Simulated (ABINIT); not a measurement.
Runs of ABINIT 10.8.3 (patched build) on Al3Pd. Symmetry: Pm-3m, No. 221, cubic system. Conventional cell: a = 3.947 Å, b = 3.947 Å, c = 3.947 Å, α = 90.00°, β = 90.00°, γ = 90.00°. Pd (site symmetry m-3m) is surrounded by 12 Al at 2.79 Å. Al (site symmetry 4/mmm) is surrounded by 4 Pd at 2.79 Å and 8 Al at 2.79 Å. The cell comes from a database or a generator and needn't be the stable form of this composition.

```csv
task,level,potentials or basis,cell,cutoff (eV),fine-grid cutoff,gap on the mesh (eV),pressure (GPa),V0 of scaled cells (Å³/atom),B0 (GPa)
equation of state,LDA,JTH PAW LDA v2.0,as given,599,1197.3 eV,-,-,14.73,125
band structure,PBEsol,PseudoDojo NC SR PBEsol v0.4.1 standard,as given,1116,-,none,-2.0,-,-
single point,PBEsol,PseudoDojo NC SR PBEsol v0.4.1 standard,"atoms moved at random, drawn with an rms of 0.05 Å",1116,-,none,-1.7,-,-
single point,PBEsol,PseudoDojo NC SR PBEsol v0.4.1 standard,as given,1116,-,none,-2.0,-,-
equation of state,r2SCAN,JTH PAW PBE v2.0,as given,707,1306.15 eV,-,-,15.24,(a)
```

Alike in all rows: no spin polarisation; k mesh 7 × 7 × 7; smearing fermi-dirac 0.05 eV.

Q: Fill in the values left out.

A: (a) 119.

Caveats: pressures at fixed basis lie under the slope of the energies (some runs); the PAW data sets were made with another functional, which shifts forces and pressure a little (some runs).

A k mesh can miss the band edges, and the runs leave out spin-orbit coupling on Pd.

A gap of «none» marks a metal or a gap under the smearing width.
